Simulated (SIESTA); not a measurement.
The system is NiMoIrPdW.

```
Ni Mo Pd Ir W
1.0
     4.11705    0.00000    0.00000
    -2.05853    3.56547    0.00000
     0.00000    0.00000    5.44580
Ni Mo Pd Ir W
1 1 1 1 1
Cartesian
  0.0000 0.0000 5.2157
  2.0585 1.1885 5.2367
  2.0585 1.1885 2.5211
  0.0000 2.3770 3.9521
  0.0000 2.3770 1.2875
```

The cell was built by a generator and needn't be a form met in nature.

Base run:

* Program: SIESTA 5.4.2
* Functional: RPBE
* Potentials or basis: PseudoDojo 0.4 standard (PBE files)
* Basis: DZP (energy shift 0.003 Ry; two zetas on semicore shells)
* Grid cutoff: 800 Ry
* Energy shift: 0.003 Ry
* k mesh: 8 × 8 × 5
* Occupations: fermi-dirac, width 0.05 eV
* Spin: collinear spin, ferromagnetic start
* Starting moments: [1.0, 1.0, 0.0, 0.6, 0.0] μB

Its results: band gap on the k mesh none (metal or under the smearing width); pressure 6.3 GPa; net moment 0.00 μB per cell; largest force 0.155 eV/Å.

The run is repeated on the same cell with these changes: functional from RPBE to BLYP. What comes out?

Band gap on the k mesh none (metal or under the smearing width); pressure 12.0 GPa; net moment 0.00 μB per cell; largest force 0.267 eV/Å.

Caveats: short orbitals over semicore shells can move pressures by several GPa; the valence orbitals were made in a potential fitted to the semicore shell under them, which widens gaps by tenths of an eV or more; the potentials were made for another functional, which shifts forces and pressure; spin-orbit coupling is left out, which moves the levels of the heavy elements; the basis of atomic orbitals isn't converged, which shifts pressures, moduli and gaps.
